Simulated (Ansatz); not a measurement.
# TaWC2 (R-3m) in Ansatz: further runs

One crystal, TaWC2, is run at these levels: r2SCAN; tasks: band structure, single point, equation of state.

All numbers are computed with Ansatz 0.2.0; they aren't measurements. Logs are shortened: lines on timing, memory, paths and dates and some standing lists are left out, and cuts for length are marked.

## (1) The crystal as given

The structure is trigonal, space group R-3m (No. 166). Conventional cell: a = 3.144 Å, b = 3.144 Å, c = 15.305 Å, α = 90.00°, β = 90.00°, γ = 120.00°. Around W (site symmetry -3m) lie 6 C at 2.21 Å. Ta (site symmetry -3m) has 6 C at 2.23 Å as nearest neighbours. C (site symmetry 3m) has 3 W at 2.21 Å and 3 Ta at 2.23 Å as nearest neighbours.

The cell comes from a database or a generator and needn't be the stable form of this composition.

## (2) Band structure, r2SCAN

Contents of input.yaml:

```yaml
crystal:
  lattice:
    - [1.5718551461, 0.9075109917, 5.1016196719]
    - [-1.5718551461, 0.9075109917, 5.1016196719]
    - [0.0, -1.8150219835, 5.1016196719]
  atoms:
    - { symbol: W, position: [0.0, 0.0, 0.0] }
    - { symbol: Ta, position: [0.5, 0.5, 0.5] }
    - { symbol: C, position: [0.250933, 0.250933, 0.250933] }
    - { symbol: C, position: [0.749067, 0.749067, 0.749067] }
hamiltonian:
  xc: r2scan
  pseudopotentials: { kind: paw }
kpoints:
  mp_grid: { grid: [10, 10, 10] }
  band_path:
    path:
      - [[0.0, 0.0, 0.0], [0.5, 0.0, 0.0], [0.5, 0.1877624847, -0.1877624847]]
      - [[0.8122375153, 0.5, 0.1877624847], [0.5, 0.5, 0.5], [0.0, 0.0, 0.0], [0.3438812424, 0.0, -0.3438812424]]
      - [[0.6561187576, 0.3438812424, 0.0], [0.5, 0.5, 0.0], [0.6561187576, 0.6561187576, 0.1877624847], [0.5, 0.5, 0.5]]
      - [[0.5, 0.0, 0.0], [0.8122375153, 0.3438812424, 0.3438812424]]
    npoints: 14
scf:
  occupations: { method: fermi_dirac, width: 0.05 }
  n_extra_bands: 10
output:
  forces: true
  stress: true
  eigenvalues: true
  fatbands: false
  write_density: true
  write_potential: true
  elf: true
  volumetric_format: npy
```

Potentials or basis: Ansatz PAW.

Run with:

```console
$ ansatz run input.yaml --threads 2 --pin off --max-ram 5632MiB --backend cpu --events-out ev --progress --plain --runs-dir out
```

Log:

```text
Warning: RAYON_NUM_THREADS=2 ignored (pool sized by the plan → 2); use --threads N
basis.fft_grid_basis auto: the FFT boxes are laid along the combinations [[1, -1, 0], [0, 1, 0], [0, -1, 1]] of the cell's own vectors, 3.144, 5.415 and 3.144 Å long. The dense box has 24×40×24 points. Along the cell's own vectors, as sized, it would have 40×40×40, 2.78 times as many. Of the 12 symmetry operations that the crystal satisfies within crystal.symmetry.tolerance (time reversal apart; of a slab, those that keep its plane) the dense box along the cell's own vectors carries 12, and the one as laid loses 8 of those. basis.fft_grid_basis: typed keeps the cell's own vectors: state it where this run's energies or levels are differenced outside the engine with another run's, or held beside a run that keeps those vectors. Those combinations have planes normal to reciprocal vector 3, as the cell's own vectors have. Each planar average written beside output.write_density, output.write_potential has a row for each plane of the box: 24. The volumetric files lie along those combinations, not along the cell's own vectors: a cube or XSF file states them, and fields.json those of NumPy files.
scf.n_extra_bands = 10 over 18 filled bands (N_el = 35.0): the run solves 28 bands
Engine: ansatz 0.2.0, aarch64-unknown-linux-gnu
Pseudopotentials: kind: paw
Pseudopotential: W, paw, valence charge 14, recommended cutoff 500 eV (meta_gga), W.paw.azcp
Pseudopotential: Ta, paw, valence charge 13, recommended cutoff 500 eV (meta_gga), Ta.paw.azcp
Pseudopotential: C, paw, valence charge 4, recommended cutoff 500 eV (meta_gga), C.paw.azcp
Functional definition: r2SCAN
  parameter k0 = 0.174
  parameter k1 = 0.065
  parameter a1 = 4.9479
  exchange = r2scan_x(k0 = k0, k1 = k1, a1 = a1)
  correlation = r2scan_c
Crystal: 4 atoms, lattice volume = 43.664 Å³
Basis set: ecut = 500 eV, 1105 PW (Γ), FFT grids on a1−a2, a2, −a2+a3, exchange–correlation on 96×160×96 points (64 copies of the dense FFT grid, shifted against one another)
Bands: 28, of which v1, the nominal top of the filled ones, is band 18 counted from 1 (17 counted from 0)
Symmetry: 12 space group operations
Space group: R-3m (ITA 166), of the structure as read, at distance tolerance 3.5e-5 Å
k-points: 116 of 1000
Non-local potential: W, projectors of the file, l = 0: 3, l = 1: 2, l = 2: 2, l = 3: 1
Non-local potential: Ta, projectors of the file, l = 0: 3, l = 1: 2, l = 2: 2, l = 3: 1
Non-local potential: C, projectors of the file, l = 0: 2, l = 1: 2, l = 2: 1
PAW form: soft (Blöchl's): semilocal exchange-correlation on the pseudo side does not see the compensation charge
PAW frozen core: W, regenerated for the run's functional (the file was generated under x = pbe(κ = 0.804, μ = 0.2195149727645171), c = pbe(β = 0.06672455060314922))
PAW frozen core: Ta, regenerated for the run's functional (the file was generated under x = pbe(κ = 0.804, μ = 0.2195149727645171), c = pbe(β = 0.06672455060314922))
PAW frozen core: C, regenerated for the run's functional (the file was generated under x = pbe(κ = 0.804, μ = 0.2195149727645171), c = pbe(β = 0.06672455060314922))
PAW one-centre angular grid: W, 590 points (default); XC on 160 Gauss nodes
PAW one-centre angular grid: Ta, 590 points (default); XC on 160 Gauss nodes
PAW one-centre angular grid: C, 302 points (default); XC on 239 of its mesh's 2573 points in the sphere
Initial density: superposition of atomic densities (neutral atoms: chi_scale 0, normalization atom), corrected by the library's trained network
Initial wavefunctions: pseudopotential atomic-orbital guess
Functional: x = r2scan, c = r2scan; τ floored in thin density (d = 2e-4 eV/Å³)
SCF iter   1: F=—  HF=-20845.648751 eV  |F-HF|=—  |Δ(HF+E_count)|=         —  Δρ=8.77e-3  dr2=3.23e-2  dr2_τ=3.31e-1  ethr=1.77e-3  ⟨swp⟩=6.0  Hψ=14804  notcnv=0  defer=25
preconditioner: auto → Kerker (q_TF=auto, 2.630 Å⁻¹)  [metal: Δε(μ)=0.008 eV  Ē_g=11.687 eV  σ=0.050 eV  W_gap=0.04  n_scr=16 (ndim 8)  ℏωp=24.5 eV  f_vac=0.000  D(μ)=1.67/eV (n_scr^D=16)]
SCF iter   2: F=—  HF=-20845.747044 eV  |F-HF|=—  |Δ(HF+E_count)|=   9.83e-2  Δρ=6.10e-3  dr2=1.29e-2  dr2_τ=7.62e-4  ethr=9.24e-5  ⟨swp⟩=2.0  Hψ=6138  notcnv=0  defer=358
SCF iter   3: F=—  HF=-20845.750857 eV  |F-HF|=—  |Δ(HF+E_count)|=   3.81e-3  Δρ=2.23e-3  dr2=2.48e-3  dr2_τ=8.08e-4  ethr=3.69e-5  ⟨swp⟩=2.0  Hψ=4838  notcnv=0  defer=358
SCF iter   4: F=—  HF=-20845.750641 eV  |F-HF|=—  |Δ(HF+E_count)|=   2.16e-4  Δρ=6.62e-4  dr2=1.50e-4  dr2_τ=1.53e-5  ethr=7.08e-6  ⟨swp⟩=2.3  Hψ=3748  notcnv=0  defer=358
SCF iter   5: F=—  HF=-20845.750756 eV  |F-HF|=—  |Δ(HF+E_count)|=   1.16e-4  Δρ=3.42e-4  dr2=6.67e-5  dr2_τ=2.87e-6  ethr=4.28e-7  ⟨swp⟩=2.0  Hψ=3976  notcnv=0  defer=358
SCF iter   6: F=—  HF=-20845.750790 eV  |F-HF|=—  |Δ(HF+E_count)|=   3.36e-5  Δρ=9.20e-5  dr2=3.72e-6  dr2_τ=4.49e-7  ethr=1.90e-7  ⟨swp⟩=2.0  Hψ=4000  notcnv=0  defer=358
SCF iter   7: F=—  HF=-20845.750793 eV  |F-HF|=—  |Δ(HF+E_count)|=   3.08e-6  Δρ=2.89e-5  dr2=3.80e-7  dr2_τ=1.12e-8  ethr=1.06e-8  ⟨swp⟩=2.1  Hψ=4118  notcnv=0  defer=358
SCF iter   8: F=-20845.750793 eV  HF=-20845.750793 eV  |F-HF|=6.28e-9  |Δ(HF+E_count)|=   1.85e-7  Δρ=5.37e-6  dr2=1.54e-8  dr2_τ=4.22e-10  ethr=2.86e-10  ⟨swp⟩=14.6  Hψ=22224  notcnv=0
SCF 1 converged in 8 iterations: F = -20845.750793 eV  dr2 = 1.54e-8
NSCF: frozen V_eff on 130 k-points
SCF converged after 8 iterations
Free energy (F): -20845.750793 eV
Harris-Foulkes:  -20845.750793 eV  (|F-HF|=6.28e-9)
Internal energy: -20845.736826 eV  (E = F + TS)
E sigma→0 (E₀):  -20845.743810 eV
Entropy (-TS):   -0.013967 eV (-3.492 meV/atom)
Fermi energy:    20.712734 eV
--- Per-component energies (eV) ---
  E_band       = -166.283362
  E_kinetic    = 998.434972
  E_local      = -1237.243267  (includes V_loc(G=0)·N_el)
  E_nonlocal   = 67.202115
  E_hartree    = 427.625511
  E_xc         = -550.079704
  E_vxc        = -614.505699  (∫ρ·V_xc dr)
  E_paw        = -17217.241319  (= ΣΔE_a)
  E_vpaw       = -266.522547  (= ΣTr[D̂ρ^β])
  E_aug_tail   = 0.000042  (compensation charges beyond the density's cutoff)
  E_vtau       = 31.100579  (kinetic-family band-sum trace: ∫τ·v_τ [+ j·A + Jᵃ·Aᵃ] dr)
  E_ewald      = -3333.041401
  E_core_change = -1.393777  (= ΣΔE_core)
  E_smearing   = -0.013967  (= −TS)
  E_closure    = 0.000000  (closes the sum)
  Σ components = -20845.750793   (vs F -20845.750793, Δ=0.00e0)
--- Forces (eV/Å), atoms counted from 1 ---
  atom   1  W      0.00000000     0.00000000    -0.00000000
  atom   2  Ta     0.00000000    -0.00000000    -0.00000000
  atom   3  C      0.00000000     0.00000000    -0.00495137
  atom   4  C      0.00000000    -0.00000000     0.00495137
  max |Σ_I F_I| component: 9.25e-18 eV/Å
--- Stress (GPa, compression-positive) ---
       -5.951824       0.000000       0.000000
        0.000000      -5.951824       0.000000
        0.000000       0.000000      -6.079550
  P = ⅓ Tr σ = -5.9944 GPa (-59.944 kbar)
--- Band table (eV; the first three rows and the last of 116) ---
  k-point 0: bands = ["-56.5662", "-50.3135", "-20.2326", "-20.0246", "-20.0246", "-16.3166", "-15.9437", "-15.9437", "4.5475", "9.0576", "11.1207", "14.2924", "14.2924", "18.4694", "18.4694", "18.6056", "19.7751", "19.7751", "19.8363", "20.4593", "20.4593", "22.7169", "22.7169", "23.8656", "26.0865", "27.5317", "30.3310", "30.3310"]
  k-point 1: bands = ["-56.5641", "-50.3103", "-20.2237", "-20.0646", "-20.0338", "-16.3099", "-16.0007", "-15.9565", "4.8038", "8.8153", "11.4390", "14.4347", "14.4650", "17.5052", "17.9061", "17.9684", "18.6333", "19.8326", "20.4442", "21.3193", "22.2569", "22.6303", "22.7767", "23.6013", "26.9599", "28.0775", "29.5143", "29.9885"]
  k-point 2: bands = ["-56.5584", "-50.3018", "-20.2006", "-20.1679", "-20.0579", "-16.2922", "-16.1472", "-15.9897", "5.5077", "8.3567", "12.1850", "14.7361", "14.7979", "15.4842", "16.7737", "17.1566", "18.6664", "20.4249", "21.3867", "21.8882", "22.1794", "23.0651", "23.3325", "24.9159", "27.2233", "29.3276", "29.4693", "29.5764"]
  k-point 115: bands = ["-56.5662", "-50.3137", "-20.2117", "-20.0245", "-20.0245", "-16.3555", "-15.9443", "-15.9443", "6.0739", "6.3073", "14.5770", "14.8933", "15.4640", "15.4640", "16.0850", "16.0850", "19.7006", "19.7006", "20.9300", "20.9494", "20.9494", "21.5291", "25.7484", "25.7484", "26.3252", "26.3252", "29.5252", "29.6511"]
```

rho_z.tsv:

```text
# z_ang	rho[e/angstrom^3]
# format = ansatz-planar-average/11
# lattice	1.571855146	0.907510992	5.101619672
# lattice	-1.571855146	0.907510992	5.101619672
# lattice	0.000000000	-1.815021983	5.101619672
# sites	4
# site	74	0.000000000	0.000000000	0.000000000
# site	73	0.000000000	-0.000000000	7.652429508
# site	6	0.000000000	-0.000000000	3.840494187
# site	6	0.000000000	-0.000000000	11.464364828
0.000000	8.958257e-1
0.225620	8.925669e-1
0.451239	8.769525e-1
0.676859	8.398496e-1
0.902479	7.850132e-1
1.128098	7.331965e-1
[... 16 lines left out ...]
4.963632	8.769525e-1
5.189251	8.925669e-1
```

Wall time 14 s (2 threads of Arm Neoverse V2, shared host); peak memory 0.54 GiB.

What came out:

- Free energy: -20845.7508 eV
- Pressure: -6.0 GPa
- Largest force: 0.005 eV/Å
- Band gap on the k mesh: none (metal or under the smearing width)

Forces in eV/Å, atoms in the order of the input:
```
W    0.000  0.000  0.000
Ta   0.000  0.000  0.000
C    0.000  0.000 -0.005
C    0.000  0.000  0.005
```

Levels at the corners of the path, in eV from the Fermi level:
```
point  band 14  band 15  band 16  band 17  band 18  band 19  band 20  band 21  band 22  band 23
    Γ    -2.24    -2.24    -2.11    -0.94    -0.94    -0.88    -0.25    -0.25     2.00     2.00
    L    -5.76    -5.12    -4.73    -1.37    -0.71     1.49     2.25     3.20     3.75     5.20
   B1    -5.68    -5.26    -5.24    -0.42    -0.08     1.25     2.27     3.08     3.15     5.59
    B    -5.68    -5.26    -5.24    -0.42    -0.08     1.25     2.27     3.08     3.15     5.59
    Z    -5.25    -4.63    -4.63    -1.01    -1.01     0.22     0.24     0.24     0.82     5.04
    Γ    -2.24    -2.24    -2.11    -0.94    -0.94    -0.88    -0.25    -0.25     2.00     2.00
    X    -5.67    -5.46    -5.14    -0.48     0.63     0.79     2.10     3.09     3.31     5.07
    Q    -5.67    -5.46    -5.14    -0.48     0.63     0.79     2.10     3.09     3.31     5.07
    F    -5.46    -5.24    -2.41    -2.34     1.26     1.70     1.81     2.66     3.55     3.74
   P1    -5.84    -5.24    -2.78    -2.41     1.26     1.44     2.10     2.43     3.54     3.72
    Z    -5.25    -4.63    -4.63    -1.01    -1.01     0.22     0.24     0.24     0.82     5.04
    L    -5.76    -5.12    -4.73    -1.37    -0.71     1.49     2.25     3.20     3.75     5.20
    P    -5.84    -5.24    -2.78    -2.41     1.26     1.44     2.10     2.43     3.54     3.72
```

Caveat: spin-orbit coupling is left out, which moves the levels of the heavy elements; the PAW data sets come from PBE, with cores solved anew for the run's functional, which leaves a small shift of forces and pressure.

## (3) Single point, r2SCAN, 10.26 Å³/atom (volume scaled by 0.94)

Contents of input.yaml:

```yaml
crystal:
  lattice:
    - [1.539767466, 0.888985161, 4.9974757625]
    - [-1.539767466, 0.888985161, 4.9974757625]
    - [0.0, -1.777970322, 4.9974757625]
  atoms:
    - { symbol: W, position: [0.0, 0.0, 0.0] }
    - { symbol: Ta, position: [0.5, 0.5, 0.5] }
    - { symbol: C, position: [0.250933, 0.250933, 0.250933] }
    - { symbol: C, position: [0.749067, 0.749067, 0.749067] }
hamiltonian:
  xc: r2scan
  pseudopotentials: { kind: paw }
kpoints:
  mp_grid: { grid: [10, 10, 10] }
scf:
  occupations: { method: fermi_dirac, width: 0.05 }
output:
  forces: true
  stress: true
  eigenvalues: true
  write_density: true
  write_potential: true
  elf: true
  volumetric_format: npy
```

Potentials or basis: Ansatz PAW.

Run with:

```console
$ ansatz run input.yaml --threads 2 --pin off --max-ram 5632MiB --backend cpu --events-out ev --progress --plain --runs-dir out
```

Run time: 10 s. Hardware: 2 threads of Arm Neoverse V2, shared host; peak memory 0.51 GiB.

It converged, with:

* Free energy: -20845.6657 eV
* Pressure: 17.7 GPa
* Largest force: 0.012 eV/Å
* Band gap on the k mesh: none (metal or under the smearing width)

Caveat: the PAW data sets come from PBE, with cores solved anew for the run's functional, which leaves a small shift of forces and pressure.

## (4) Single point, r2SCAN, 10.48 Å³/atom (volume scaled by 0.96)

Changes to input.yaml since step 3:

```diff
@@ -2,5 +2,5 @@
   lattice:
-    - [1.539767466, 0.888985161, 4.9974757625]
-    - [-1.539767466, 0.888985161, 4.9974757625]
-    - [0.0, -1.777970322, 4.9974757625]
+    - [1.5506112562, 0.8952458261, 5.0326704134]
+    - [-1.5506112562, 0.8952458261, 5.0326704134]
+    - [0.0, -1.7904916524, 5.0326704134]
   atoms:
```

Run with:

```console
$ ansatz run input.yaml --threads 2 --pin off --max-ram 5632MiB --backend cpu --events-out ev --progress --plain --runs-dir out
```

It took 10 s on 2 threads of Arm Neoverse V2, shared host; peak memory 0.52 GiB.

Results (log left out):

* Free energy: -20845.7377 eV
* Pressure: 8.9 GPa
* Largest force: 0.006 eV/Å
* Band gap on the k mesh: none (metal or under the smearing width)

Caveat: the PAW data sets come from PBE, with cores solved anew for the run's functional, which leaves a small shift of forces and pressure.

## (5) Single point, r2SCAN, 10.70 Å³/atom (volume scaled by 0.98)

Changes to input.yaml since step 4:

```diff
@@ -2,5 +2,5 @@
   lattice:
-    - [1.5506112562, 0.8952458261, 5.0326704134]
-    - [-1.5506112562, 0.8952458261, 5.0326704134]
-    - [0.0, -1.7904916524, 5.0326704134]
+    - [1.5613054648, 0.9014201304, 5.067379582]
+    - [-1.5613054648, 0.9014201304, 5.067379582]
+    - [0.0, -1.8028402609, 5.067379582]
   atoms:
@@ -21,5 +21 @@
   eigenvalues: true
-  write_density: true
-  write_potential: true
-  elf: true
-  volumetric_format: npy
```

Run with:

```console
$ ansatz run input.yaml --threads 2 --pin off --max-ram 5632MiB --backend cpu --events-out ev --progress --plain --runs-dir out
```

Wall time 6.8 s (2 threads of Arm Neoverse V2, shared host); peak memory 0.51 GiB.

The run converged. Its results:

```
Free energy            : -20845.7646 eV
Pressure               : 1.1 GPa
Band gap on the k mesh : none (metal or under the smearing width)
```

Caveat: the PAW data sets come from PBE, with cores solved anew for the run's functional, which leaves a small shift of forces and pressure.

## (6) Single point, r2SCAN, 10.92 Å³/atom

Changes to input.yaml since step 5:

```diff
@@ -2,5 +2,5 @@
   lattice:
-    - [1.5613054648, 0.9014201304, 5.067379582]
-    - [-1.5613054648, 0.9014201304, 5.067379582]
-    - [0.0, -1.8028402609, 5.067379582]
+    - [1.5718551461, 0.9075109917, 5.1016196719]
+    - [-1.5718551461, 0.9075109917, 5.1016196719]
+    - [0.0, -1.8150219835, 5.1016196719]
   atoms:
@@ -21 +21,5 @@
   eigenvalues: true
+  write_density: true
+  write_potential: true
+  elf: true
+  volumetric_format: npy
```

Potentials or basis: Ansatz PAW.

Run with:

```console
$ ansatz run input.yaml --threads 2 --pin off --max-ram 5632MiB --backend cpu --events-out ev --progress --plain --runs-dir out
```

Run time: 10 s. Hardware: 2 threads of Arm Neoverse V2, shared host; peak memory 0.52 GiB.

It converged, with:

| Item | Value |
| --- | --- |
| Free energy | -20845.7508 eV |
| Pressure | -6.0 GPa |
| Largest force | 0.005 eV/Å |
| Band gap on the k mesh | none (metal or under the smearing width) |

Caveat: the PAW data sets come from PBE, with cores solved anew for the run's functional, which leaves a small shift of forces and pressure.

## (7) Single point, r2SCAN, 11.13 Å³/atom (volume scaled by 1.02)

Changes to input.yaml since step 6:

```diff
@@ -2,5 +2,5 @@
   lattice:
-    - [1.5718551461, 0.9075109917, 5.1016196719]
-    - [-1.5718551461, 0.9075109917, 5.1016196719]
-    - [0.0, -1.8150219835, 5.1016196719]
+    - [1.5822650862, 0.9135211734, 5.1354062173]
+    - [-1.5822650862, 0.9135211734, 5.1354062173]
+    - [0.0, -1.8270423469, 5.1354062173]
   atoms:
@@ -21,5 +21 @@
   eigenvalues: true
-  write_density: true
-  write_potential: true
-  elf: true
-  volumetric_format: npy
```

Run with:

```console
$ ansatz run input.yaml --threads 2 --pin off --max-ram 5632MiB --backend cpu --events-out ev --progress --plain --runs-dir out
```

It took 6.8 s on 2 threads of Arm Neoverse V2, shared host; peak memory 0.51 GiB.

Results (log left out):

```
Free energy            : -20845.7005 eV
Pressure               : -12.3 GPa
Largest force          : 0.011 eV/Å
Band gap on the k mesh : none (metal or under the smearing width)
```

Caveat: the PAW data sets come from PBE, with cores solved anew for the run's functional, which leaves a small shift of forces and pressure.

## (8) Single point, r2SCAN, 11.35 Å³/atom (volume scaled by 1.04)

Changes to input.yaml since step 7:

```diff
@@ -2,5 +2,5 @@
   lattice:
-    - [1.5822650862, 0.9135211734, 5.1354062173]
-    - [-1.5822650862, 0.9135211734, 5.1354062173]
-    - [0.0, -1.8270423469, 5.1354062173]
+    - [1.5925398227, 0.9194532953, 5.1687539453]
+    - [-1.5925398227, 0.9194532953, 5.1687539453]
+    - [0.0, -1.8389065907, 5.1687539453]
   atoms:
```

Run with:

```console
$ ansatz run input.yaml --threads 2 --pin off --max-ram 5632MiB --backend cpu --events-out ev --progress --plain --runs-dir out
```

It took 6.9 s on 2 threads of Arm Neoverse V2, shared host; peak memory 0.53 GiB.

Results (log left out):

```
Free energy            : -20845.6174 eV
Pressure               : -18.1 GPa
Largest force          : 0.017 eV/Å
Band gap on the k mesh : none (metal or under the smearing width)
```

Caveat: the PAW data sets come from PBE, with cores solved anew for the run's functional, which leaves a small shift of forces and pressure.

## (9) Single point, r2SCAN, 11.57 Å³/atom (volume scaled by 1.06)

Changes to input.yaml since step 8:

```diff
@@ -2,5 +2,5 @@
   lattice:
-    - [1.5925398227, 0.9194532953, 5.1687539453]
-    - [-1.5925398227, 0.9194532953, 5.1687539453]
-    - [0.0, -1.8389065907, 5.1687539453]
+    - [1.602683662, 0.9253098436, 5.2016768326]
+    - [-1.602683662, 0.9253098436, 5.2016768326]
+    - [0.0, -1.8506196874, 5.2016768326]
   atoms:
```

Potentials or basis: Ansatz PAW.

Run with:

```console
$ ansatz run input.yaml --threads 2 --pin off --max-ram 5632MiB --backend cpu --events-out ev --progress --plain --runs-dir out
```

It took 7 s on 2 threads of Arm Neoverse V2, shared host; peak memory 0.53 GiB.

The run converged. Its results:

| Item | Value |
| --- | --- |
| Free energy | -20845.5048 eV |
| Pressure | -23.2 GPa |
| Largest force | 0.023 eV/Å |
| Band gap on the k mesh | none (metal or under the smearing width) |

Caveat: the PAW data sets come from PBE, with cores solved anew for the run's functional, which leaves a small shift of forces and pressure.

## (10) Equation of state, r2SCAN

This step only gathers the single runs of the series.

What came out:

- Equilibrium volume: 10.73 Å³/atom
- Bulk modulus at fixed shape and positions: 360 GPa
- Pressure derivative of the bulk modulus: 4.2

Energy against volume, from the lowest point:
```
volume (Å³/atom)  energy (meV/atom)
          10.261              24.71
          10.479               6.71
          10.698               0.00
          10.916               3.44
          11.134              16.01
          11.353              36.79
          11.571              64.94
```

Caveat: the cell was scaled at fixed shape and fractional positions, which overstates the stiffness of a crystal with free parameters, most of all of layers and chains; the PAW data sets were made with another functional, which shifts forces and pressure a little. The run has no spin-orbit coupling, so splittings on Ta, W are missing.
